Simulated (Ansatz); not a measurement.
# AlSbH3F (SMILES [F][AlH][SbH2]): levels of theory compared

Aim: a comparison of 6 runs (HF/def2-SVP, BLYP/def2-SVP, PBE/def2-SVP, wB97X/def2-SVP, RPA@PBE0/def2-SVP, CCSD(T)/def2-SVP) of AlSbH3F. 

Program for the calculation: Ansatz 0.2.0.

60 further runs of the same task are left out: 60 set aside as unsound or not needed.

### Step 1. The molecule

AlSbH3F: 6 atoms, total charge 0, spin state singlet. SMILES: `[F][AlH][SbH2]`. The Al2–H4 distance was set to 2.847 Å, away from the relaxed value. At this shape a bond of the SMILES string is far longer than usual.

Bond lengths: F1–Al2 1.653 Å, Al2–Sb3 2.636 Å, Sb3–H5 1.710 Å, Sb3–H6 1.709 Å. Angles: F1–Al2–Sb3 116.3°, Al2–Sb3–H5 88.3°, Al2–Sb3–H6 87.8°, H5–Sb3–H6 91.6°.

### Step 2. The energy at HF/def2-SVP (core potential) (run 1)

File job.yaml:

```yaml
crystal:
  periodic: [false, false, false]
  atoms:
    - {symbol: F, position_ang: [-0.907634, -1.023262, 2.351853]}
    - {symbol: Al, position_ang: [-0.129134, -0.430162, 1.019753]}
    - {symbol: Sb, position_ang: [1.486866, 1.612838, 1.424353]}
    - {symbol: H, position_ang: [-0.594800, -1.800700, -1.431700]}
    - {symbol: H, position_ang: [1.049066, 2.201138, -0.120347]}
    - {symbol: H, position_ang: [0.172566, 2.422038, 2.157653]}
basis:
  gaussian: {orbitals: def2-SVP}
hamiltonian: {xc: hf}
accuracy: high
magnetization: {spin_polarized: false, initial_magnetization: 0}
output: {orbitals: {seedname: orbitals}}
```

Command:

```bash
ansatz run job.yaml --threads 1 --pin off --max-ram 3480MiB --events-out events.jsonl --progress --plain --runs-dir runs
```

Standard output:

```text
Warning: RAYON_NUM_THREADS=1 ignored (pool sized by the plan → 1); use --threads N
Functional definition: HF
  name "HF"
  exchange = exact_x
  correlation = 0
1619 factors; integrals over basis functions are off by at most 6.4e-9 eV
mean field evaluation 1: about -15838.2028 eV, gradient 3.0e1 eV
mean field evaluation 2: about -15838.2693 eV, gradient 3.1e1 eV
mean field evaluation 4: about -15840.8488 eV, gradient 2.2e0 eV
mean field evaluation 8: about -15840.9014 eV, gradient 2.2e-1 eV
mean field evaluation 16: about -15840.9019 eV, gradient 5.8e-8 eV
mean field -15840.90192051 eV, -582.1424082299 hartree, gradient 5.8e-8 eV, S^2 0.000000; 0 other end points of the search recorded, 0 dependent functions left out
reference -15840.90192051 eV, -582.1424082299 hartree; 24, 24 occupied and 49, 49 virtual orbitals, 1619 factors
Total energy: -15840.90192051 eV, -582.1424082299 hartree
```

Wall time 2.1 s (1 thread of Arm Neoverse V1, shared host); peak memory 0.18 GiB.

### Step 3. A single-point energy at BLYP/def2-SVP (core potential) (run 2)

job.yaml, as its differences from that of step 2:

```diff
@@ -10,6 +10,7 @@
 basis:
-  gaussian: {orbitals: def2-SVP}
-hamiltonian: {xc: hf}
+  gaussian:
+    orbitals: def2-SVP
+hamiltonian:
+  xc: {name: BLYP}
 accuracy: high
-magnetization: {spin_polarized: false, initial_magnetization: 0}
 output: {orbitals: {seedname: orbitals}}
```

Command:

```bash
ansatz run job.yaml --threads 1 --pin off --max-ram 3480MiB --events-out events.jsonl --progress --plain --runs-dir runs
```

Standard output:

```text
Warning: RAYON_NUM_THREADS=1 ignored (pool sized by the plan → 1); use --threads N
Functional definition: BLYP
  name "BLYP"
  parameter beta = 0.0042
  parameter a = 0.04918
  parameter b = 0.132
  parameter c = 0.2533
  parameter d = 0.349
  exchange = b88_x(beta = beta)
  correlation = lyp_c(a = a, b = b, c = c, d = d)
1619 factors; integrals over basis functions are off by at most 6.4e-9 eV
mean field evaluation 1: about -15888.7240 eV, gradient 4.2e1 eV
mean field evaluation 2: about -15855.5746 eV, gradient 1.3e2 eV
mean field evaluation 4: about -15890.3313 eV, gradient 1.9e1 eV
mean field evaluation 8: about -15893.3966 eV, gradient 6.9e-1 eV
mean field evaluation 16: about -15893.3912 eV, gradient 1.2e-3 eV
mean field -15893.39120497 eV, -584.0713538551 hartree, gradient 4.5e-8 eV, S^2 0.000000; 0 other end points of the search recorded, 0 dependent functions left out
reference -15893.39126186 eV, -584.0713559459 hartree; 24, 24 occupied and 49, 49 virtual orbitals, 1619 factors
Total energy: -15893.39126186 eV, -584.0713559459 hartree
```

Wall time 5.7 s (1 thread of Arm Neoverse V1, shared host); peak memory 0.19 GiB.

Runs 3 to 5 aren't shown in full; the table further down has their settings and results.

### Step 4. A single-point energy at CCSD(T)/def2-SVP (core potential) (run 6)

File molecule.yaml:

```yaml
crystal:
  periodic: [false, false, false]
  atoms:
    - {symbol: F, position_ang: [-0.907634, -1.023262, 2.351853]}
    - {symbol: Al, position_ang: [-0.129134, -0.430162, 1.019753]}
    - {symbol: Sb, position_ang: [1.486866, 1.612838, 1.424353]}
    - {symbol: H, position_ang: [-0.594800, -1.800700, -1.431700]}
    - {symbol: H, position_ang: [1.049066, 2.201138, -0.120347]}
    - {symbol: H, position_ang: [0.172566, 2.422038, 2.157653]}
basis:
  gaussian:
    orbitals: def2-SVP
correlation:
  method: ccsd_t
  frozen_orbitals: {Al: 5, F: 1, H: 0, Sb: 4}
accuracy: high
scf:
  omitted_lower_state_checks: [cluster_reference, increment]
```

Command:

```bash
ansatz run molecule.yaml --threads 1 --pin off --max-ram 3480MiB --events-out events.jsonl --progress --plain --runs-dir runs
```

Standard output:

```text
Warning: RAYON_NUM_THREADS=1 ignored (pool sized by the plan → 1); use --threads N
[... 4 set-up lines as earlier in the session ...]
these checks for a lower state are left out or cut short: cluster_reference, increment
1619 factors; integrals over basis functions are off by at most 6.4e-9 eV
mean field evaluation 1: about -15838.2028 eV, gradient 3.0e1 eV
mean field evaluation 2: about -15838.2693 eV, gradient 3.1e1 eV
mean field evaluation 4: about -15840.8488 eV, gradient 2.2e0 eV
mean field evaluation 8: about -15840.9014 eV, gradient 2.2e-1 eV
mean field evaluation 16: about -15840.9019 eV, gradient 5.8e-8 eV
mean field -15840.90192051 eV, -582.1424082299 hartree, gradient 5.8e-8 eV, S^2 0.000000; 0 other end points of the search recorded, 0 dependent functions left out; unrestricted orbitals would lower it
10 core orbitals not correlated: weight in the atoms' cores, before any rotation towards them, 1.000 or more for the frozen orbitals, at most 0.000 for the correlated occupied ones
reference -15840.90192051 eV, -582.1424082299 hartree; 14, 14 occupied and 49, 49 virtual orbitals, 1619 factors
second order -10.33566845 eV of doubles, -0.00000000 eV of singles
cycle   1  -10.87049979 eV  change   -5.3e-1 eV  update   1.2e-1
cycle   2  -11.35144736 eV  change   -4.8e-1 eV  update   6.2e-2
cycle   3  -11.55077740 eV  change   -2.0e-1 eV  update   3.8e-2
cycle   4  -11.54007393 eV  change    1.1e-2 eV  update   1.3e-2
cycle   5  -11.53669251 eV  change    3.4e-3 eV  update   4.8e-3
cycle   6  -11.53964717 eV  change   -3.0e-3 eV  update   2.0e-3
cycle   7  -11.53942250 eV  change    2.2e-4 eV  update   7.4e-4
cycle   8  -11.53935480 eV  change    6.8e-5 eV  update   3.5e-4
cycle   9  -11.53960746 eV  change   -2.5e-4 eV  update   1.5e-4
cycle  10  -11.53957324 eV  change    3.4e-5 eV  update   6.2e-5
cycle  11  -11.53955800 eV  change    1.5e-5 eV  update   2.9e-5
cycle  12  -11.53956258 eV  change   -4.6e-6 eV  update   1.1e-5
cycle  13  -11.53956446 eV  change   -1.9e-6 eV  update   5.5e-6
cycle  14  -11.53957008 eV  change   -5.6e-6 eV  update   2.8e-6
cycle  15  -11.53957263 eV  change   -2.6e-6 eV  update   1.3e-6
cycle  16  -11.53957221 eV  change    4.2e-7 eV  update   6.5e-7
cycle  17  -11.53957190 eV  change    3.2e-7 eV  update   3.3e-7
cycle  18  -11.53957168 eV  change    2.1e-7 eV  update   1.4e-7
cycle  19  -11.53957163 eV  change    5.1e-8 eV  update   6.7e-8
cycle  20  -11.53957165 eV  change   -1.2e-8 eV  update   4.6e-8
cycle  21  -11.53957148 eV  change    1.6e-7 eV  update   1.5e-7
cycle  22  -11.53957152 eV  change   -3.9e-8 eV  update   5.7e-8
cycle  23  -11.53957150 eV  change    2.5e-8 eV  update   2.3e-8
cycle  24  -11.53957150 eV  change  -5.5e-10 eV  update   1.0e-8
cycle  25  -11.53957150 eV  change  -6.9e-10 eV  update   4.3e-9
cycle  26  -11.53957150 eV  change   -3.6e-9 eV  update   2.0e-9
cycle  27  -11.53957150 eV  change   -1.3e-9 eV  update  7.9e-10
perturbative correction -0.32672273 eV, -0.0120068387 hartree
Total energy: -15852.76821474 eV, -582.5784864996 hartree
Checks for a lower state left out: cluster_reference, increment
```

Run time: 16 s. Hardware: 1 thread of Arm Neoverse V1, shared host; peak memory 0.32 GiB.

### Step 5. All runs side by side

```
run                               level  frozen core orbitals  energy (Eh)  HOMO energy (eV)  LUMO energy (eV)  HOMO–LUMO gap (eV)  wall time
  1        HF/def2-SVP (core potential)                     –  -582.142408             -8.36             -0.10                8.26      2.1 s
  2      BLYP/def2-SVP (core potential)                     –  -584.071356             -5.39             -3.31                2.08      5.7 s
  3       PBE/def2-SVP (core potential)                     –  -583.890128             -5.57             -3.42                2.15      5.7 s
  4     wB97X/def2-SVP (core potential)                     –  -584.129392             -8.40             -1.01                7.39       28 s
  5  RPA@PBE0/def2-SVP (core potential)                    10  -582.696560                 –                 –                   –       13 s
  6   CCSD(T)/def2-SVP (core potential)                    10  -582.578486                 –                 –                   –       16 s
```

### Step 6. Outcome

| quantity | value |
| --- | --- |
| run 6: total energy | -582.57849 Eh |
| run 6: correlation energy (10 core orbitals frozen) | -436.1 mEh |
| run 6: (T) correction | -12.01 mEh |
| run 6: T1 diagnostic | 0.022 |

**Reading.** Over runs 1, 2, 3, 4 the HOMO–LUMO gap runs from 2.08 eV (BLYP/def2-SVP) to 8.26 eV (HF/def2-SVP). Exact exchange widens orbital gaps. Totals of different functionals can't be ranked against each other. In runs 5, 6 the log says that unrestricted orbitals would lower the reference, so the values rest on an unstable closed-shell determinant (other closed-shell runs at this shape may share the fault). All runs together took 70 s, the longest 28 s.
